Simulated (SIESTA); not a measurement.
Runs of SIESTA 5.4.2 on Au. The cell holds a sheet with vacuum, 1 atom: a = 2.662 Å, b = 2.662 Å, c = 23.800 Å, α = 90.00°, β = 90.00°, γ = 90.00°. The cell was built by a generator and needn't be a form met in nature.

| level | gap on the mesh (eV) | work function (eV) |
| --- | --- | --- |
| vdW-DF | none | 5.69 |
| vdW-DF-C09 | none | (a) |
| vdW-DF2 | none | 5.81 |
| vdW-DF-cx | none | 5.87 |
| VV10 | none | (b) |
| optB88-vdW | none | 5.90 |

Alike in all rows: task relaxation of the atoms; potentials or basis PseudoDojo 0.4 standard (PBE files), DZP (energy shift 0.003 Ry; two zetas on semicore shells); no spin polarisation; cell atoms relaxed; k mesh 10 × 10 × 1; smearing fermi-dirac 0.05 eV; grid cutoff 800 Ry; energy shift 0.003 Ry.

Q: Fill in the values left out.

A: (a) 5.91; (b) 5.80.

Caveats: the relaxation stopped at its first step, so nothing moved; the basis of atomic orbitals isn't converged, which shifts pressures, moduli and gaps; the non-local part is tabulated coarsely and may be off by about a percent (some runs).

A k mesh can miss the band edges, and the runs leave out spin-orbit coupling on Au.

A gap of «none» marks a metal or a gap under the smearing width.

Runs at the PBE level aren't shown here.
